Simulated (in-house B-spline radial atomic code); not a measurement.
# Ga³⁺: excited configurations

Aim: the energies of several excited configurations of Ga³⁺ above a reference configuration, each from its own self-consistent run.

The numbers are computed with in-house B-spline radial atomic code version 1 (Dirac-Hartree-Fock, average of configuration, Fermi nucleus, basis-set limit), except any that are marked as measured or tabulated.

## Step 1: Starting point

* element: gallium (Z = 31)
* charge: +3
* electrons: 28
* configuration: [Ar] 3d10
* Hamiltonian: Dirac-Coulomb
* nucleus: Fermi, rms radius 3.997 fm

The outer shells:

[Ar] 3d10
```
[Ar] core
3d [↑↓][↑↓][↑↓][↑↓][↑↓]
```

Settings, as recorded:

```ini
Z = 31
electrons = 28.0
configuration = [Ar] 3d10
hamiltonian = dirac
method = hf
spin_polarised = False
nucleus = fermi
rms_radius = 3.9973
mass_number = 69
atomic_mass = 68.925573528
speed_of_light = 137.035999084
```

From the earlier run of the reference: total energy -1940.585304 hartree. Levels, eight at most:

```
orbital  occupation  energy (eV)  <r> (bohr)
  2s1/2           2     -1374.81      0.2167
  2p1/2           2     -1215.44      0.1882
  2p3/2           4     -1187.44      0.1917
  3s1/2           2      -212.17      0.6512
  3p1/2           2      -159.06      0.6721
  3p3/2           4      -155.20      0.6819
  3d3/2           4      -65.362      0.7737
  3d5/2           6      -64.828      0.7790
```

## Step 2: [Ar] 3d9 7f1

Settings, as recorded:

```ini
Z = 31
electrons = 28.0
configuration = [Ar] 3d9 7f1
hamiltonian = dirac
method = hf
spin_polarised = False
nucleus = fermi
rms_radius = 3.9973
mass_number = 69
atomic_mass = 68.925573528
speed_of_light = 137.035999084
```

## Step 3: Run with [Ne] 3s2 3p5 3d10 6p1

Settings: those of step 2 with these lines changed.

```diff
@@ -2,3 +2,3 @@
 electrons = 28.0
-configuration = [Ar] 3d9 7f1
+configuration = [Ne] 3s2 3p5 3d10 6p1
 hamiltonian = dirac
```

## Step 4: [Ne] 3s2 3p5 3d10 7s1

Settings: those of step 3 with these lines changed.

```diff
@@ -2,3 +2,3 @@
 electrons = 28.0
-configuration = [Ne] 3s2 3p5 3d10 6p1
+configuration = [Ne] 3s2 3p5 3d10 7s1
 hamiltonian = dirac
```

## Step 5: Configuration [Ne] 3s2 3p5 3d10 6f1

Settings: those of step 4 with these lines changed.

```diff
@@ -2,3 +2,3 @@
 electrons = 28.0
-configuration = [Ne] 3s2 3p5 3d10 7s1
+configuration = [Ne] 3s2 3p5 3d10 6f1
 hamiltonian = dirac
```

## Step 6: Configuration [Ar] 3d9 6f1

Settings: those of step 5 with these lines changed.

```diff
@@ -2,3 +2,3 @@
 electrons = 28.0
-configuration = [Ne] 3s2 3p5 3d10 6f1
+configuration = [Ar] 3d9 6f1
 hamiltonian = dirac
```

## Step 7: [Ne] 3s2 3p5 3d10 7f1

Settings: those of step 6 with these lines changed.

```diff
@@ -2,3 +2,3 @@
 electrons = 28.0
-configuration = [Ar] 3d9 6f1
+configuration = [Ne] 3s2 3p5 3d10 7f1
 hamiltonian = dirac
```

## Step 8: [Ne] 3s2 3p5 3d10 6s1

Settings: those of step 7 with these lines changed.

```diff
@@ -2,3 +2,3 @@
 electrons = 28.0
-configuration = [Ne] 3s2 3p5 3d10 7f1
+configuration = [Ne] 3s2 3p5 3d10 6s1
 hamiltonian = dirac
```

## Step 9: Configuration [Ne] 3s2 3p5 3d10 6g1

Settings: those of step 8 with these lines changed.

```diff
@@ -2,3 +2,3 @@
 electrons = 28.0
-configuration = [Ne] 3s2 3p5 3d10 6s1
+configuration = [Ne] 3s2 3p5 3d10 6g1
 hamiltonian = dirac
```

How far above the reference does each configuration lie (order and size, in eV)?

The runs gave:

| net move | configuration | energy above the reference (eV) | with Breit, QED, recoil (eV) | largest <r> (bohr) |
| --- | --- | --- | --- | --- |
| 3d → 6f | [Ar] 3d9 6f1 | 54.842 | 54.851 | 11.9 |
| 3d → 7f | [Ar] 3d9 7f1 | 56.460 | 56.469 | 16.7 |
| 3p → 6s | [Ne] 3s2 3p5 3d10 6s1 | 139.83 | 139.71 | 6.91 |
| 3p → 6p | [Ne] 3s2 3p5 3d10 6p1 | 141.35 | 141.23 | 7.70 |
| 3p → 7s | [Ne] 3s2 3p5 3d10 7s1 | 143.92 | 143.80 | 10.5 |
| 3p → 6f | [Ne] 3s2 3p5 3d10 6f1 | 145.62 | 145.50 | 11.9 |
| 3p → 6g | [Ne] 3s2 3p5 3d10 6g1 | 145.67 | 145.55 | 11.0 |
| 3p → 7f | [Ne] 3s2 3p5 3d10 7f1 | 147.24 | 147.12 | 16.7 |

Quantum defects of the promoted electron, δ = n − ζ/√(−2ε) with ζ = 4 and ε its orbital energy in hartree:

| promotion | δ |
| --- | --- |
| 3d → 6f | 0.022 |
| 3d → 7f | 0.024 |
| 3p → 6s | 1.721 |
| 3p → 6p | 1.417 |
| 3p → 7s | 1.716 |
| 3p → 6f | 0.024 |
| 3p → 6g | 0.001 |
| 3p → 7f | 0.026 |

What this shows: The energies run from 54.842 eV (3d → 6f) to 147.24 eV (3p → 7f). Koopmans' estimate of the ionisation threshold is 64.828 eV; 6 configurations exceed it by over 2 % and could autoionise. Of those tabulated, the defect is largest for 6s (1.72) and least for 6g (0.00): low angular momentum penetrates the core, high angular momentum stays outside it. Two partly filled shells share a symmetry and can mix in the average, which may lower the energy, for: 3p → 6p. These are averages over configurations, without correlation, not spectroscopic levels.
